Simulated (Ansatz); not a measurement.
# Zr8N9: the cost of one run

Method: DFT PBEsol, plane waves, PAW, scalar-relativistic, no spin polarisation, in Ansatz 0.2.0.

### 1 The starting structure

The cell holds 17 atoms (N9Zr8): a = 6.489 Å, b = 6.489 Å, c = 6.489 Å, α = 60.00°, β = 60.00°, γ = 60.00°.

Its coordinates follow in the input file.

### 2 End point A

The input, input.yaml:

```yaml
crystal:
  lattice:
    - [0.0, 4.588531, 4.588531]
    - [4.588531, 0.0, 4.588531]
    - [4.588531, 4.588531, 0.0]
  atoms:
    - { symbol: Zr, position: [0.25, 0.25, 0.25] }
    - { symbol: "N", position: [0.0, 0.0, 0.0] }
    - { symbol: Zr, position: [0.25, 0.25, 0.75] }
    - { symbol: "N", position: [0.0, 0.0, 0.5] }
    - { symbol: Zr, position: [0.25, 0.75, 0.25] }
    - { symbol: "N", position: [0.0, 0.5, 0.0] }
    - { symbol: Zr, position: [0.25, 0.75, 0.75] }
    - { symbol: "N", position: [0.0, 0.5, 0.5] }
    - { symbol: Zr, position: [0.75, 0.25, 0.25] }
    - { symbol: "N", position: [0.5, 0.0, 0.0] }
    - { symbol: Zr, position: [0.75, 0.25, 0.75] }
    - { symbol: "N", position: [0.5, 0.0, 0.5] }
    - { symbol: Zr, position: [0.75, 0.75, 0.25] }
    - { symbol: "N", position: [0.5, 0.5, 0.0] }
    - { symbol: Zr, position: [0.75, 0.75, 0.75] }
    - { symbol: "N", position: [0.5, 0.5, 0.5] }
    - { symbol: "N", position: [0.3830102, 0.3655438, 0.3837626] }
basis:
  ecutwfc: 420.0
kpoints:
  mp_grid: { grid: [3, 3, 3] }
hamiltonian:
  xc: pbesol
  pseudopotentials: { kind: paw, azcp: { folder: soft_1 } }
scf:
  occupations: { method: gaussian, width: 0.05 }
  lower_state_search: "off"
relax:
  f_tol: 0.03
  max_steps: 60
  adjacent_minimum: "off"
```

Run with:

```console
> ansatz run input.yaml --threads 4 --pin off --max-ram 10240MiB --backend cpu --events-out ev --progress --plain --runs-dir out
```

What time and memory should one allow on 4 threads of Intel Xeon Platinum 8259CL at 2.50GHz (Skylake/Cascade Lake), shared host?

About 21 s, with a peak of 0.78 GiB.
